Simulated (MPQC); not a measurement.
# MP2/def2-TZVP (Cartesian functions) run of [GeH3]− (SMILES [H][Ge-]([H])[H])

Aim: the energy change on altering one bond length of [GeH3]− at MP2/def2-TZVP (Cartesian functions), from 2 runs. 

The calculation is run with MPQC 2.3.1.

4 further runs of the same task are left out: 4 set aside as unsound or not needed.

## Step 1: Starting point

[GeH3]−: 4 atoms, total charge -1, spin state singlet. SMILES: `[H][Ge-]([H])[H]`. Geometry: a GFN2-xTB relaxation, a rough one for these elements and not checked as a minimum.

Bond lengths: Ge1–H2 1.752 Å, Ge1–H3 1.754 Å, Ge1–H4 1.756 Å. Angles: H2–Ge1–H3 89.1°, H2–Ge1–H4 89.3°, H3–Ge1–H4 89.6°.

## Step 2: A single-point energy at MP2/def2-TZVP (Cartesian functions)

Input file run.in:

```
molecule<Molecule>: (
   symmetry = auto
   unit = bohr
   { atoms geometry } = {
      Ge [ -0.01421074     0.01096041     1.45132856 ]
      H  [ 2.68709606    -0.05945078    -0.46190576 ]
      H  [ -1.28021386     2.36115610    -0.51347638 ]
      H  [ -1.39267146    -2.31268463    -0.47592752 ]
   }
)
basis<GaussianBasisSet>: (
   name = "def2-TZVP"
   molecule = $:molecule
   basisdir = "."
   puream = no
)
mpqc: (
   checkpoint = no
   savestate = no
   restart = no
   do_energy = yes
   do_gradient = no
   optimize = no
   mole<MBPT2>: (
      molecule = $:molecule
      basis = $:basis
      memory = 1000000000
      method = mp
      nfzc = 9
      reference<CLHF>: (
         molecule = $:molecule
         basis = $:basis
         total_charge = -1
         memory = 1000000000
         print_evals = yes
         maxiter = 80
         guess_wavefunction<CLHF>: (
            molecule = $:molecule
            total_charge = -1
            memory = 1000000000
            value_accuracy = 1e-3
            basis<GaussianBasisSet>: (
               name = "3-21G"
               molecule = $:molecule
            )
         )
      )
   )
)
```

The basis set def2-TZVP is read from a file made from the Basis Set Exchange's data (not shown).

Started as:

```console
$ mpqc run.in > run.out
```

Output:

```text
MPQC: Massively Parallel Quantum Chemistry
[...]
  LUMO is    19   A =   0.324074
  total scf energy = -2077.0683758234
[...]
  MP2 correlation energy [au]:         -0.271865172195
  MP2 energy [au]:                   -2077.340240995605
Value of the MolecularEnergy: -2077.3402409956
[...]
        symmetry = c1
[...]
```

Wall time 22 s (1 thread of Intel Xeon at 2.50GHz (Skylake/Cascade Lake), shared host); peak memory 0.35 GiB.

## Step 3: The distorted shape

Input file input.in:

```
molecule<Molecule>: (
  symmetry = auto
  unit = bohr
  { atoms geometry } = {
    Ge [ -0.95964261     0.03560433     2.12094167 ]
    H  [ 2.68709606    -0.05945078    -0.46190576 ]
    H  [ -2.22564573     2.38580002     0.15613673 ]
    H  [ -2.33810333    -2.28804071     0.19368559 ]
  }
)
basis<GaussianBasisSet>: (
  name = "def2-TZVP"
  molecule = $:molecule
  basisdir = "."
  puream = no
)
mpqc: (
  checkpoint = no
  savestate = no
  restart = no
  do_energy = yes
  do_gradient = no
  optimize = no
  mole<MBPT2>: (
    molecule = $:molecule
    basis = $:basis
    memory = 1000000000
    method = mp
    nfzc = 9
    reference<CLHF>: (
      molecule = $:molecule
      basis = $:basis
      total_charge = -1
      memory = 1000000000
      print_evals = yes
      maxiter = 80
      guess_wavefunction<CLHF>: (
        molecule = $:molecule
        total_charge = -1
        memory = 1000000000
        value_accuracy = 1e-3
        basis<GaussianBasisSet>: (
          name = "3-21G"
          molecule = $:molecule
        )
      )
    )
  )
)
```

The basis set def2-TZVP is read from a file made from the Basis Set Exchange's data (not shown).

Started as:

```console
$ mpqc input.in > input.out
```

Output:

```text
MPQC: Massively Parallel Quantum Chemistry
[...]
  LUMO is    19   A =   0.262662
  total scf energy = -2077.0252115058
[...]
  MP2 correlation energy [au]:         -0.267561217228
  MP2 energy [au]:                   -2077.292772722992
Value of the MolecularEnergy: -2077.2927727230
[...]
        symmetry = c1
[...]
```

Run time: 21 s. Hardware: 1 thread of Intel Xeon at 2.50GHz (Skylake/Cascade Lake), shared host; peak memory 0.34 GiB.

## Step 4: What came out

Level: MP2/def2-TZVP (Cartesian functions), 9 core orbitals frozen.

```
                                                              quantity           value
                                             first shape: total energy  -2077.34024 Eh
                      first shape: HOMO energy (Hartree–Fock orbitals)        -2.50 eV
                      first shape: LUMO energy (Hartree–Fock orbitals)         8.82 eV
    first shape: HOMO–LUMO gap (to an unbound level, set by the basis)        11.32 eV
              first shape: correlation energy (9 core orbitals frozen)      -271.9 mEh
                                         distorted shape: total energy  -2077.29277 Eh
                  distorted shape: HOMO energy (Hartree–Fock orbitals)        -2.88 eV
                  distorted shape: LUMO energy (Hartree–Fock orbitals)         7.15 eV
distorted shape: HOMO–LUMO gap (to an unbound level, set by the basis)        10.03 eV
          distorted shape: correlation energy (9 core orbitals frozen)      -267.6 mEh
    energy change with the Ge1–H2 bond stretched from 1.752 to 2.365 Å        1.292 eV
```

In words: With the Ge1–H2 bond stretched from 1.752 to 2.365 Å the energy rises by 1.29 eV (30 kcal/mol). The first shape isn't relaxed at this level, so the change isn't measured from a minimum.
